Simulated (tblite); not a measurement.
# C5H12Si3: the cost of one run

The runs use tblite 0.8.0 and PySCF 2.14.0, with density-fitted response routines of our own; the level of theory stands in each step. All values are computed, except where a source is named. Atoms are numbered from 0 throughout.

## Step 1: Starting geometry

20 atoms, charge 0, multiplicity 1; geometry from: force field or distance geometry start.

Bonds of the start (Å): C0–C1 1.20, C1–Si2 1.82, Si2–C3 1.84, C3–C4 1.32, Si2–C5 1.84, C5–Si6 1.87, C5–Si7 1.84, C0–H8 1.05, Si2–H9 1.49, C3–H10 1.10, C4–H11 1.08, C4–H12 1.09, C5–H13 1.13, Si6–H14 1.47, Si6–H15 1.43, Si6–H16 1.49, Si7–H17 1.45, Si7–H18 1.49, Si7–H19 1.48.

## Step 2: Geometry optimisation with GFN2-xTB

What the job is given:

```
{"job": {"kind": "relax", "xc": "GFN2-xTB", "basis": "xTB"}, "charge": 0, "multiplicity": 1}
C      2.170500     2.452500    -0.151700
C      1.570900     1.441700     0.101300
Si     0.691200    -0.104800     0.483800
C      1.410800    -1.449400    -0.547700
C      2.670300    -1.377200    -0.951500
C     -1.134500     0.065600     0.386100
Si    -1.751000     1.579100    -0.517300
Si    -2.048400    -1.367700    -0.314600
H      2.689900     3.336500    -0.383400
H      1.024200    -0.441700     1.891900
H      0.846100    -2.348700    -0.825900
H      3.283800    -0.521800    -0.710200
H      3.140200    -2.149900    -1.553000
H     -1.503300     0.189700     1.443300
H     -1.609300     2.726100     0.397900
H     -1.134100     1.797600    -1.793500
H     -3.216900     1.368100    -0.648300
H     -1.286800    -2.598200    -0.425300
H     -3.248700    -1.582200     0.536300
H     -2.570300    -1.004500    -1.650300
```

The run is started by

```sh
$ OMP_NUM_THREADS=1 python probes_run.py task.json out
```

The driver reads the jobs from task.json and runs them one after another.

Q: Estimate the wall time and peak memory of this first job on 1 thread of Arm Neoverse V1, shared host.

About 2.2 s, with a peak of 0.18 GiB.
